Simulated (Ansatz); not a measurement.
# C2H3Si (SMILES C#C[SiH2]): UB3LYP/aug-cc-pVDZ

Aim: the electronic atomisation energy of C2H3Si at UB3LYP/aug-cc-pVDZ, from 4 runs. 

The calculation is run with Ansatz 0.2.0.

39 further runs of the same task are left out: 39 set aside as unsound or not needed. Runs told in other sessions of the task aren't counted.

## Step 1: The molecule

The species is C2H3Si (6 atoms), meant as a doublet with charge 0. As SMILES, `C#C[SiH2]`. Geometry: relaxed at PBE0-D4/def2-TZVP.

Bond lengths: C1–C2 1.210 Å, C2–Si3 1.803 Å, C1–H4 1.066 Å, Si3–H5 1.484 Å, Si3–H6 1.484 Å. Angles: C1–C2–Si3 174.9°, C2–C1–H4 179.3°, C2–Si3–H5 111.4°, C2–Si3–H6 111.4°, H5–Si3–H6 112.5°.

## Step 2: A single-point energy at UB3LYP/aug-cc-pVDZ

The input, input.yaml:

```yaml
crystal:
  periodic: [false, false, false]
  atoms:
    - {symbol: C, position_ang: [1.019700, -1.302300, 0.535000]}
    - {symbol: C, position_ang: [0.376000, -0.354500, 0.145700]}
    - {symbol: Si, position_ang: [-0.444500, 1.136900, -0.449500]}
    - {symbol: H, position_ang: [1.575400, -2.144400, 0.879400]}
    - {symbol: H, position_ang: [-1.137600, 0.894600, -1.738800]}
    - {symbol: H, position_ang: [-1.346900, 1.705600, 0.581800]}
basis:
  gaussian:
    orbitals: aug-cc-pVDZ
magnetization:
  spin_polarized: true
  initial_magnetization: 1
hamiltonian:
  xc: {name: B3LYP}
accuracy: high
output:
  orbitals: {seedname: orbitals}
```

On the command line:

```
$ ansatz run input.yaml --threads 1 --pin off --max-ram 2610MiB --events-out events.jsonl --progress --plain --runs-dir runs
```

The program printed:

```text
Warning: RAYON_NUM_THREADS=1 ignored (pool sized by the plan → 1); use --threads N
Functional definition: B3LYP
  name "B3LYP"
  parameter a0 = 0.2
  parameter ax = 0.72
  parameter ac = 0.81
  exchange = (1 - a0 - ax)*slater_x + ax*b88_x + a0*exact_x
  correlation = (1 - ac)*vwn_rpa_c + ac*lyp_c
1869 factors; integrals over basis functions are off by at most 3.6e-9 eV
mean field evaluation 1: about -9989.1823 eV, gradient 3.7e1 eV
mean field evaluation 2: about -9961.8315 eV, gradient 6.9e1 eV
mean field evaluation 4: about -9996.8468 eV, gradient 1.4e1 eV
mean field evaluation 8: about -9997.9069 eV, gradient 3.7e-1 eV
mean field evaluation 16: about -9997.9085 eV, gradient 9.3e-4 eV
mean field -9997.90849124 eV, -367.4163602271 hartree, gradient 7.7e-8 eV, S^2 0.755679; 0 other end points of the search recorded, 0 dependent functions left out
reference -9997.90853745 eV, -367.4163619256 hartree; 15, 14 occupied and 85, 86 virtual orbitals, 1869 factors
Total energy: -9997.90853745 eV, -367.4163619256 hartree
```

It took 4.2 s on 1 thread of AMD EPYC 9R45 (Zen 5), shared host; peak memory 0.4 GiB.

## Step 3: The C atom

The input, in.yaml:

```yaml
crystal:
  periodic: [false, false, false]
  atoms:
    - {symbol: C, position_ang: [0.000000, 0.000000, 0.000000]}
basis:
  gaussian:
    orbitals: aug-cc-pVDZ
magnetization:
  spin_polarized: true
  initial_magnetization: 2
hamiltonian:
  xc: {name: B3LYP}
accuracy: high
```

Run the same way, it converges to -37.85420 Eh (log not shown).

## Step 4: The H atom, same level

The input, run.yaml:

```yaml
basis:
  gaussian: {orbitals: aug-cc-pVDZ}
crystal:
  periodic: [false, false, false]
  atoms:
    - symbol: H
      position_ang: [0.000000, 0.000000, 0.000000]
magnetization: {spin_polarized: true, initial_magnetization: 1}
hamiltonian: {xc: {name: B3LYP}}
accuracy: high
```

Run the same way, it converges to -0.50166 Eh (log not shown).

## Step 5: The Si atom, same level

The input, molecule.yaml:

```yaml
basis:
  gaussian:
    orbitals: aug-cc-pVDZ
crystal:
  periodic: [false, false, false]
  atoms:
    - {symbol: Si, position_ang: [0.000000, 0.000000, 0.000000]}
accuracy: high
magnetization:
  spin_polarized: true
  initial_magnetization: 2
hamiltonian:
  xc: {name: B3LYP}
```

Run the same way, it converges to -289.38984 Eh (log not shown).

## Step 6: Outcome

At UB3LYP/aug-cc-pVDZ:

| quantity | value |
| --- | --- |
| molecule: total energy | -367.41636 Eh |
| molecule: HOMO energy (highest over α and β) | -5.92 eV |
| molecule: LUMO energy (lowest over α and β) | -3.11 eV |
| molecule: ⟨S²⟩ | 0.756 |
| C atom: total energy | -37.85420 Eh |
| C atom: ⟨S²⟩ | 2.004 |
| H atom: total energy | -0.50166 Eh |
| H atom: ⟨S²⟩ | 0.750 |
| Si atom: total energy | -289.38984 Eh |
| Si atom: ⟨S²⟩ | 2.004 |
| electronic atomisation energy | 22.127 eV |

What this shows: Taking the molecule apart into free atoms costs 22.13 eV (510 kcal/mol), before zero-point energy and without spin-orbit coupling.
